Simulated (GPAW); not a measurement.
# WSe2 (P6_3/mmc) in GPAW: a series of runs

Aim: see how the results for WSe2 move with the level of theory and the settings. Levels: LDA, GLLB-SC, TB-mBJ. Tasks: band structure, single point.

All numbers are computed with GPAW 26.7.0; they aren't measurements. Logs are shortened: lines on timing, memory, paths and dates and some standing lists are left out, and cuts for length are marked. The log counts tension as positive stress, the text compression.

**Experimental background.**

“Time-resolved XUV ARPES with tunable 24–33 eV laser pulses at 30 meV resolution”, 2019, pmc:6684652 reports, for a bulk crystal of WSe2: band gap 1.3 eV (indirect).

How close the calculation comes is told below.

## 1. The structure

It takes space group P6_3/mmc (No. 194, hexagonal). Conventional cell: a = 3.290 Å, b = 3.290 Å, c = 12.970 Å, α = 90.00°, β = 90.00°, γ = 120.00°. W (site symmetry -6m2) has 6 Se at 2.53 Å as nearest neighbours. Se (site symmetry 3m) is surrounded by 3 W at 2.53 Å.

## 2. Band structure, LDA, spin-orbit coupling, no magnetisation

Contents of run.py:

```python
import numpy as np
from ase import Atoms
from ase.dft.bandgap import bandgap
from ase.io import write
from ase.units import GPa
from gpaw import GPAW, PW
from gpaw.spinorbit import soc_eigenstates

atoms = Atoms(['W', 'W', 'Se', 'Se', 'Se', 'Se'],
              cell=[[3.2899984505, 0.0, 0.0],
                    [-1.6449992252, 2.8492222365, 0.0],
                    [0.0, 0.0, 12.97]],
              scaled_positions=[[0.3333333333, 0.6666666667, 0.25],
                                [0.6666666667, 0.3333333333, 0.75],
                                [0.3333333333, 0.6666666667, 0.621],
                                [0.6666666667, 0.3333333333, 0.121],
                                [0.3333333333, 0.6666666667, 0.879],
                                [0.6666666667, 0.3333333333, 0.379]],
              pbc=True)

calc = GPAW(mode=PW(600),
            xc='LDA',
            kpts={'size': (6, 6, 2), 'gamma': True},
            occupations={'name': 'fermi-dirac', 'width': 0.05},
            nbands=46,
            convergence={'density': 1e-05, 'energy': 1e-05},
            maxiter=150,
            txt='gpaw.txt')
atoms.calc = calc
energy = atoms.get_potential_energy()
forces = atoms.get_forces()
stress = atoms.get_stress()
calc.write('gs.gpw')
write('result.traj', atoms)
print(f'Energy: {energy:.6f} eV')
print('Forces (eV/A):')
print(forces.round(4))
print('Stress (GPa):', (stress / GPa).round(3))
print('Fermi level:', round(calc.get_fermi_level(), 4), 'eV')
print(f'Gap: {bandgap(calc)[0]:.4f} eV, direct: {bandgap(calc, direct=True)[0]:.4f} eV')

path = atoms.cell.bandpath('GMKGALHA,LM,KH', npoints=60, eps=1e-4)
bs_calc = calc.fixed_density(kpts=path, symmetry='off', nbands=71,
                             convergence={'bands': 'CBM+6.0', 'eigenstates': 1e-6}, txt='bands.txt')
bs = bs_calc.band_structure()
bs.write('bs.json')
print(f'Gap on the path: {bandgap(bs_calc)[0]:.4f} eV')

soc = soc_eigenstates(bs_calc, theta=90, phi=0)
np.savetxt('soc_bands.dat', soc.eigenvalues(), fmt='%.4f')
mesh = soc_eigenstates('gs.gpw', theta=90, phi=0)
np.savetxt('soc_mesh.dat', mesh.eigenvalues(), fmt='%.4f')
print('Fermi level with spin-orbit coupling:', round(mesh.fermi_level, 4), 'eV')
```

Potentials or basis: the program's PAW data sets (release 1.2.1) made for this functional, pw.

On the command line:

```sh
> OMP_NUM_THREADS=1 python run.py
```

gpaw.txt:

```text
__  _  _
 | _ |_)|_||  |
 |__||  | ||/\| - 26.7.0

Input parameters:
  mode=PW(ecut=600.0),
  convergence={'density': 1e-05, 'energy': 1e-05},
  kpts=MonkhorstPack(size=(6, 6, 2), gamma=True),
  maxiter=150,
  nbands=46,
  occupations=Occupations(name='fermi-dirac', width=0.05),
  xc=XC(name='LDA')

Diagonalizing LCAO Hamiltonian
Converting LCAO to pw mode

        Se

           W

        Se

           Se

        W

           Se

Atoms  # Å, Bohr magnetons
|   | symbol |         x |        y |         z |    initial magnetic moments |
|---|--------|-----------|----------|-----------|-----------------------------|
| 0 |      W | -0.000000 | 1.899481 |  3.242500 | ( 0.0000,  0.0000,  0.0000) |
| 1 |      W |  1.644999 | 0.949741 |  9.727500 | ( 0.0000,  0.0000,  0.0000) |
| 2 |     Se | -0.000000 | 1.899481 |  8.054370 | ( 0.0000,  0.0000,  0.0000) |
| 3 |     Se |  1.644999 | 0.949741 |  1.569370 | ( 0.0000,  0.0000,  0.0000) |
| 4 |     Se | -0.000000 | 1.899481 | 11.400630 | ( 0.0000,  0.0000,  0.0000) |
| 5 |     Se |  1.644999 | 0.949741 |  4.915630 | ( 0.0000,  0.0000,  0.0000) |

Unit cell  # Å
| periodic |         x |        y |         z |   lengths |     angles |
|----------|-----------|----------|-----------|-----------|------------|
|      yes |  3.289998 | 0.000000 |  0.000000 |  3.289998 |  90.000000 |
|      yes | -1.644999 | 2.849222 |  0.000000 |  3.289998 |  90.000000 |
|      yes |  0.000000 | 0.000000 | 12.970000 | 12.970000 | 120.000000 |

Number of symmetries: 12
Symmetry operations  # r_c * U_cc + t_c -> r_c
|    | kind |            matrix            |
|----|------|------------------------------|
|  0 |  σ   |  1, 1, 0,  0,-1, 0,  0, 0, 1 |
|  1 |  S6  |  1, 1, 0, -1, 0, 0,  0, 0,-1 |
|  2 |  E   |  1, 0, 0,  0, 1, 0,  0, 0, 1 |
|  3 |  C2  |  1, 0, 0, -1,-1, 0,  0, 0,-1 |
|  4 |  C2  |  0, 1, 0,  1, 0, 0,  0, 0,-1 |
|  5 |  C3  |  0, 1, 0, -1,-1, 0,  0, 0, 1 |
|  6 |  S6  |  0,-1, 0,  1, 1, 0,  0, 0,-1 |
|  7 |  σ   |  0,-1, 0, -1, 0, 0,  0, 0, 1 |
|  8 |  σ   | -1, 0, 0,  1, 1, 0,  0, 0, 1 |
|  9 |  i   | -1, 0, 0,  0,-1, 0,  0, 0,-1 |
| 10 |  C3  | -1,-1, 0,  1, 0, 0,  0, 0, 1 |
| 11 |  C2  | -1,-1, 0,  0, 1, 0,  0, 0,-1 |

BZ-sampling:
  Number of BZ points: 72
  Number of IBZ points: 14

  Monkhorst-Pack size: [6, 6, 2]
  Monkhorst-Pack shift: [0.08333333333333333, 0.08333333333333333, 0.25]

K-points  # in reciprocal-cell coordinates
|     |                                coordinates |     weight |
|-----|--------------------------------------------|------------|
|   0 | (  0.00000000,   0.00000000,   0.00000000) | 0.01388889 |
|   1 | (  0.00000000,   0.00000000,   0.50000000) | 0.01388889 |
|   2 | (  0.16666667,   0.00000000,   0.00000000) | 0.08333333 |
|   3 | (  0.16666667,   0.00000000,   0.50000000) | 0.08333333 |
|   4 | (  0.33333333,  -0.16666667,   0.00000000) | 0.08333333 |
|   5 | (  0.33333333,  -0.16666667,   0.50000000) | 0.08333333 |
|   6 | (  0.33333333,   0.00000000,   0.00000000) | 0.08333333 |
|   7 | (  0.33333333,   0.00000000,   0.50000000) | 0.08333333 |
|   8 | (  0.33333333,   0.33333333,   0.00000000) | 0.02777778 |
|   9 | (  0.33333333,   0.33333333,   0.50000000) | 0.02777778 |
| ... |                                            |            |
|  13 | (  0.50000000,   0.50000000,   0.50000000) | 0.04166667 |

Plane wave coefficients: 4120
Cutoff: 600.0 eV

Spin-components: 1 (collinear spins)
Bands:           46
Projectors:      32
Spin-degeneracy: 2
Datatype:        complex128

Parallelization:
  kpt:    1
  domain: 1
  band:   1

Density:
  Valence electrons: 52.0
  Components: 1
  Grid points: [20 20 75]
  Charge: 0.0  # |e|

Potential:
  Grid points: [20 20 75]

species:
  W:
    name:    Tungsten
    Z:       74.0
    valence: 14
    core:    60
    charge:  0.0  # [|e|]
    compensation charges:
      type: gauss
      rc: 0.40  # [Å]
      lmax: 2
    cutoffs:
      filter: 2.36  # [Å]
      core: 3.02  # [Å]
    projectors
    | kind |    occ | energy [eV] | rcut [Å] |
    |------|--------|-------------|----------|
    |   5s |  2.000 |     -79.053 |    1.344 |
    |   6s |  2.000 |      -5.886 |    1.344 |
    |   5p |  6.000 |     -43.417 |    1.355 |
    |   6p |  0.000 |      -1.469 |    1.355 |
    |   5d |  4.000 |      -4.693 |    1.228 |
    |    d |        |      22.518 |    1.228 |

    Using partial waves for W as LCAO basis

  Se:
    name:    Selenium
    Z:       34.0
    valence: 6
    core:    28
    charge:  0.0  # [|e|]
    compensation charges:
      type: gauss
      rc: 0.27  # [Å]
      lmax: 2
    cutoffs:
      filter: 1.77  # [Å]
      core: 2.67  # [Å]
    projectors
    | kind |    occ | energy [eV] | rcut [Å] |
    |------|--------|-------------|----------|
    |   4s |  2.000 |     -17.472 |    0.847 |
    |   4p |  4.000 |      -6.656 |    1.005 |
    |    s |        |       9.739 |    0.847 |
    |    p |        |      20.555 |    1.005 |
    |    d |        |       0.000 |    0.847 |

    Using partial waves for Se as LCAO basis

Reference energy: -1141100.906990  # eV

eigensolver:
  PPCG
  Converge bands: occupied
  niter=2

density mixing:
  MSR1-Mixer
  Pratt-step length: 0.05
  Maximum mixing coefficient: 0.75
  Old densities: 10
  SVD Regularization: 0.005
  Good broyden scale: 1.0
  Trust region scale: 1.0
  Backstep threshold: 4.0
  History deletion threshold: 6.0
  Fourier metric: weight=20.0, sigma=0.015

occupation numbers:
  Fermi-Dirac:
    width: 0.0500  # eV

poisson solver:
  ecut: 4800.0  # eV

xc functional:
  name: None

convergence criteria:
- Maximum integral of absolute [dens]ity change: 1e-05 electrons / valence electron
- Maximum [total energy] change in last 3 cyles: 1e-05 eV / valence electron
- Maximum integral of absolute [eigenst]ate change: 4e-08 eV^2 / valence electron
maximum number of iterations: 150

SCF iterations
|iter     | |      energy | eigst |  dens |
|---------|-|-------------|-------|-------|
|iter:   1| |  -46.210445 | +0.27 |       |
|iter:   2| |  -46.321741 | -1.97 | -1.27 |
|iter:   3| |-36589645.484952 | +7.41 | -1.27 |
|iter:   4| | -453.494361 | +2.96 | +2.29 |
|iter:   5| |  -38.882337 | +1.81 | -0.45 |
|iter:   6| |  -46.773798 | -0.20 | -0.97 |
|iter:   7| |  -46.051993 | -1.82 | -1.26 |
|iter:   8| |  -46.086385 | -2.40 | -1.55 |
|iter:   9| |  -45.975495 | -2.51 | -1.67 |
|iter:  10| |  -45.905713 | -3.54 | -1.65 |
|iter:  11| |  -45.868423 | -3.34 | -1.89 |
|iter:  12| |  -45.866747 | -4.62 | -2.56 |
|iter:  13| |  -45.866651 | -6.24 | -3.20 |
|iter:  14| |  -45.866631c| -6.85 | -3.55 |
|iter:  15| |  -45.866627c| -7.38 | -3.96 |
|iter:  16| |  -45.866627c| -8.04c| -4.73 |
|iter:  17| |  -45.866627c| -8.57c| -5.85c|

Converged in 17 steps
Energy contributions relative to reference atoms: (reference = -1141100.906990)

Energy contributions:
  Kinetic:          37.843964
  Coulomb:         -39.368471
  Zero:             -0.119356
  External:          0.000000
  Xc:              -44.222759
  Entropy:          -0.000008
  Spinorbit:         0.000000
  ----------------------------
  Free energy:     -45.866631
  Extrapolated:    -45.866627

dipole moment: (0.000028, 0.000048, 0.000221)  # |e|*Ang

Fermi level: 8.798
Eigenvalues  # (at kpt = [0.000, 0.000, 0.000])
| band index |      eig [eV] | occ [0-2] |
|------------|---------------|-----------|
|          0 |       -65.712 |     2.000 |
|        ... |               |           |
|         18 |         5.721 |     2.000 |
|         19 |         6.820 |     2.000 |
|         20 |         6.820 |     2.000 |
|         21 |         6.875 |     2.000 |
|         22 |         6.875 |     2.000 |
|         23 |         7.252 |     2.000 |
|         24 |         7.349 |     2.000 |
|         25 |         8.385 |     1.999 |
|         26 |        11.005 |     0.000 |
|         27 |        11.005 |     0.000 |
|         28 |        11.055 |     0.000 |
|         29 |        11.055 |     0.000 |
|         30 |        11.102 |     0.000 |
|         31 |        11.102 |     0.000 |
|         32 |        11.312 |     0.000 |
|         33 |        11.312 |     0.000 |
|        ... |               |           |
|         45 |        20.433 |     0.000 |

Gap: 0.913 eV
Transition (v -> c):
  (s=0, k=0, n=25, [0.00, 0.00, 0.00]) -> (s=0, k=4, n=26, [0.33, -0.17, 0.00])
Direct/indirect transitions are different
Direct gap: 1.510 eV
Transition at: (s=0, k=8, n=25, [0.33, 0.33, 0.00])

Forces  # eV/Ang
|        x |        y |        z |
|----------|----------|----------|
|  0.00000 |  0.00000 |  0.00001 |  # W    0
|  0.00000 |  0.00000 | -0.00001 |  # W    1
| -0.00000 |  0.00000 |  0.38300 |  # Se   2
| -0.00000 |  0.00000 |  0.38302 |  # Se   3
|  0.00000 |  0.00000 | -0.38302 |  # Se   4
|  0.00000 | -0.00000 | -0.38300 |  # Se   5

Stress tensor  # eV/Ang^3
|         x |         y |         z |
|-----------|-----------|-----------|
|  0.027192 | -0.000000 |  0.000000 |
| -0.000000 |  0.027192 | -0.000000 |
|  0.000000 | -0.000000 |  0.025113 |

# Writing to gs.gpw (mode='')
```

Run time: 4.4 min. Hardware: 1 thread of Arm Neoverse V1, shared host; peak memory 0.69 GiB.

Results:

| Quantity | Value |
| --- | --- |
| Free energy | -45.8666 eV |
| Pressure | -4.2 GPa |
| Largest force | 0.383 eV/Å |
| Band gap on the k mesh | 0.84 eV, indirect (least direct gap 1.26 eV) |
| Band gap along the path | 0.81 eV, indirect (least direct gap 1.26 eV) |

Forces on the atoms (eV/Å):
```
W    0.000  0.000  0.000
W    0.000  0.000  0.000
Se   0.000  0.000  0.383
Se   0.000  0.000  0.383
Se   0.000  0.000 -0.383
Se   0.000  0.000 -0.383
```

Stress tensor (GPa, compression positive):
```
-4.36  0.00  0.00
 0.00 -4.36  0.00
 0.00  0.00 -4.02
```

Levels at the corners of the path, in eV from the valence-band top:
```
point  band 50  band 51  band 52  band 53  band 54  band 55
    Γ    -1.07     0.00     0.00     2.37     2.37     2.43
    M    -1.16    -1.03    -1.03     1.89     1.89     1.92
    K    -0.67    -0.12    -0.12     1.14     1.14     1.21
    Γ    -1.07     0.00     0.00     2.37     2.37     2.43
    A    -0.22    -0.22    -0.22     2.39     2.39     2.39
    L    -1.11    -1.11    -1.11     1.91     1.91     1.91
    H    -0.65    -0.18    -0.18     1.16     1.16     1.20
    A    -0.22    -0.22    -0.22     2.39     2.39     2.39
    L    -1.11    -1.11    -1.11     1.91     1.91     1.91
    M    -1.16    -1.03    -1.03     1.89     1.89     1.92
    K    -0.67    -0.12    -0.12     1.14     1.14     1.21
    H    -0.65    -0.18    -0.18     1.16     1.16     1.20
```

Caveat: spin-orbit coupling was added after a scalar SCF, so levels and gaps hold it while energy, forces, pressure and moments don't; this program's spin-orbit splittings come out too wide for heavy elements.

[end of part 1 of 2]
